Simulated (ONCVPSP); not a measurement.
# Pd: the cost of one run

The numbers are computed with ONCVPSP 4.0.1.1 (patched build) (PBE, scalar-relativistic, spin-unpolarised reference atom).

## Step 1: The atom and the settings

Typed settings, in words:

- element: palladium (Pd, Z = 46)
- type: optimised norm-conserving Vanderbilt (ONCV)
- frozen core: [Ar] 3d10
- valence charge: 18
- reference configuration: 4s2 4p6 4d10
- partial waves: 4s: rc 1.35 bohr, ncon 5, nbas 10, qcut 7.2 1/bohr, 2 projectors, debl 1.8 Ha; 4p: rc 1.00 bohr, ncon 3, nbas 7, qcut 8.3 1/bohr, 2 projectors, debl 1.3 Ha; 4d: rc 1.55 bohr, ncon 4, nbas 9, qcut 8.1 1/bohr, 1 projector
- local potential: polynomial inside 0.85 bohr (lpopt 5, dvloc0 -1 Ha)
- core correction: not asked for

The nodes and maxima of the atom's own shells, from an earlier all-electron run, set the scale for the radii.

All-electron outer shells of the reference configuration (PBE, scalar-relativistic, ld1.x):

```tsv
shell	level (eV)	outermost node (bohr)	outermost maximum (bohr)
4s	-85.33	0.45	0.85
4p	-51.20	0.46	0.91
4d	-4.05	0.45	1.10
5s	-3.32	1.15	2.67
5p	-0.31	1.32	4.52
```

## Step 2: The generation run

File Pd.dat:

```
# ATOM AND REFERENCE CONFIGURATION
# atsym  z   nc   nv     iexc    psfile
  Pd 46.00    6    3        4      upf
#
#   n    l    f
    1    0    2.00
    2    0    2.00
    2    1    6.00
    3    0    2.00
    3    1    6.00
    3    2   10.00
    4    0    2.00
    4    1    6.00
    4    2   10.00
#
# PSEUDOPOTENTIAL AND OPTIMIZATION
# lmax
    2
#
#   l,   rc,      ep,       ncon, nbas, qcut
    0    1.35    0.00    5   10    7.20
    1    1.00    0.00    3    7    8.30
    2    1.55    0.00    4    9    8.10
#
# LOCAL POTENTIAL
# lloc, lpopt,  rc(5),   dvloc0
    4    5    0.85   -1.00
#
# VANDERBILT-KLEINMAN-BYLANDER PROJECTORs
# l, nproj, debl
    0    2    1.80
    1    2    1.30
    2    1    0.40
#
# MODEL CORE CHARGE
# icmod, fcfact, rcfact
    0    0.00    0.00
#
# LOG DERIVATIVE ANALYSIS
# epsh1, epsh2, depsh
   -5.00    5.00    0.04
#
# OUTPUT GRID
# rlmax, drl
    6.00    0.01
#
# TEST CONFIGURATIONS
# ncnf
    4
# nvcnf
#   n    l    f
    3
    4    0    2.00
    4    1    6.00
    4    2    9.00
#
    3
    4    0    2.00
    4    1    6.00
    4    2    8.00
#
    3
    4    0    2.00
    4    1    6.00
    4    2    7.00
#
    3
    4    0    2.00
    4    1    6.00
    4    2    6.00
#
```

On the command line:

```sh
$ oncvpsp.x < Pd.dat > Pd.out
```

**Question.** How long does this run take on 1 thread of Neoverse-N1, shared host?

About 4 s.
